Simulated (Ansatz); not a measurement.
# FH₃NOSi radical: up Jacob's ladder to CCSD(T)

How much do the methods differ for FH₃NOSi radical? The plan is to run it at one geometry with functionals of several rungs and with coupled cluster, and see how far each lands from CCSD(T) at the basis-set limit for the atomisation energy.

Method: functionals in def2-TZVPP, the program's frozen cores in correlated methods; program: Ansatz 0.2.0, Gaussian basis.

Plan: LDA (SPW92), PBE-D4, revPBE-D4, BLYP-D4, r2SCAN-D4, B97M-V, PBE0-D4, B3LYP-D4, r2SCANh-D4, r2SCAN0-D4, HSE06-D4, BHLYP-D4, CAM-B3LYP-D4, LC-ωPBE, ωB97X-V, ωB97M-V, B2PLYP, PBE-QIDH; CCSD(T)/def2-SVP; CCSD(T)/def2-TZVPP; CCSD(T)/def2-QZVPP; extrapolation to the limit; RPA on PBE.

## (1) The geometry

The geometry comes from an earlier relaxation with PBE0-D4 in a triple-zeta def2 set; it is a stationary point, not always the lowest conformer.

SMILES `N[Si](O)F`, 7 atoms, charge 0, spin multiplicity 2.

Atoms are counted from 1 here; the program's logs count them from 0.

Bond lengths: N1–Si2 1.703 Å, N1–H5 1.007 Å, N1–H6 1.007 Å, Si2–O3 1.641 Å, Si2–F4 1.603 Å, O3–H7 0.959 Å. Angles: Si2–N1–H5 119.8°, Si2–N1–H6 120.1°, H5–N1–H6 112.0°, N1–Si2–O3 105.6°, N1–Si2–F4 105.9°, O3–Si2–F4 112.4°, Si2–O3–H7 116.5°.

## (2) LDA

This LDA is Slater exchange with PW92 correlation.

The input, in.yaml:

```yaml
crystal:
  periodic: [false, false, false]
  atoms:
    - {symbol: N, position_ang: [-0.466119, 1.085283, -0.071794]}
    - {symbol: Si, position_ang: [0.029972, -0.446939, 0.480385]}
    - {symbol: O, position_ang: [1.137423, -0.972607, -0.610501]}
    - {symbol: F, position_ang: [-1.291315, -1.355129, 0.497636]}
    - {symbol: H, position_ang: [0.223961, 1.777907, -0.314605]}
    - {symbol: H, position_ang: [-1.310158, 1.502181, 0.286425]}
    - {symbol: H, position_ang: [1.737437, -1.658794, -0.313246]}
basis:
  gaussian: {orbitals: def2-TZVPP}
magnetization: {spin_polarized: true, initial_magnetization: 1}
hamiltonian: {xc: lda}
output: {orbitals: {seedname: orbitals}}
```

Started as:

```console
$ ansatz run in.yaml --threads 2 --pin off --events-out ev --progress --plain --max-ram 32768MiB --backend cpu
```

Further steps of the session: PBE-D4 (GGA); revPBE-D4 (GGA); BLYP-D4 (GGA); r2SCAN-D4 (meta-GGA); B97M-V (meta-GGA); PBE0-D4 (hybrid); B3LYP-D4 (hybrid); r2SCANh-D4 (hybrid); r2SCAN0-D4 (hybrid); HSE06-D4 (hybrid); BHLYP-D4 (hybrid); CAM-B3LYP-D4 (range-separated); LC-ωPBE (range-separated); ωB97X-V (range-separated); ωB97M-V (range-separated); B2PLYP (double hybrid); PBE-QIDH (double hybrid); CCSD(T) in def2-SVP; CCSD(T) in def2-TZVPP; CCSD(T) in def2-QZVPP; RPA on PBE orbitals.

Before running them: what should the planned runs give, taken together? Wanted: atomisation energy, CCSD(T)/CBS; farthest beyond LDA; mean size of error, GGA; mean size of error, meta-GGA; mean size of error, hybrid; mean size of error, range-separated; mean size of error, double hybrid; gap, smallest and largest; T1 diagnostic.

As calculated:

| quantity | value |
| --- | --- |
| atomisation energy, CCSD(T)/CBS | 629.2 kcal/mol |
| functionals within 3.1 kcal/mol (0.5 %) | BLYP-D4, r2SCAN-D4, CAM-B3LYP-D4, ωB97X-V, ωB97M-V |
| farthest beyond LDA | BHLYP-D4 (-30.4 kcal/mol) |
| mean size of error, GGA | 6.8 kcal/mol |
| mean size of error, meta-GGA | 3.2 kcal/mol |
| mean size of error, hybrid | 13.1 kcal/mol |
| mean size of error, range-separated | 2.7 kcal/mol |
| mean size of error, double hybrid | 11.5 kcal/mol |
| gap, smallest and largest | 1.28 eV (LDA (SPW92)), 9.04 eV (LC-ωPBE) |
| T1 diagnostic | 0.0139 |
| triples share of the correlation energy | 3.3 % |

What this shows: LDA overbinds by 97.3 kcal/mol (15 %). PBE-D4 is off by +9.6 kcal/mol. Double hybrids carry the basis error of their MP2 part in triple zeta, and no dispersion term here, so their miss is partly the set-up's. By mean error the best rung here is range-separated (2.7 kcal/mol) and the worst beyond LDA is hybrid (13.1 kcal/mol). The gap between the best rungs is small, so their order is not settled. The mean of the hybrids holds BHLYP, with half exact exchange. Misses under about 3.1 kcal/mol are within the doubt on the reference itself, which lacks core-valence correlation, relativity and higher excitations. Hartree-Fock recovers 68 % of the binding; the rest is correlation. CCSD(T) in def2-SVP is off by -67.4 kcal/mol, worse than the median functional, from the basis alone. The gap grows from 1.3 to 9.0 eV across the functionals, mostly with the share of exact exchange.
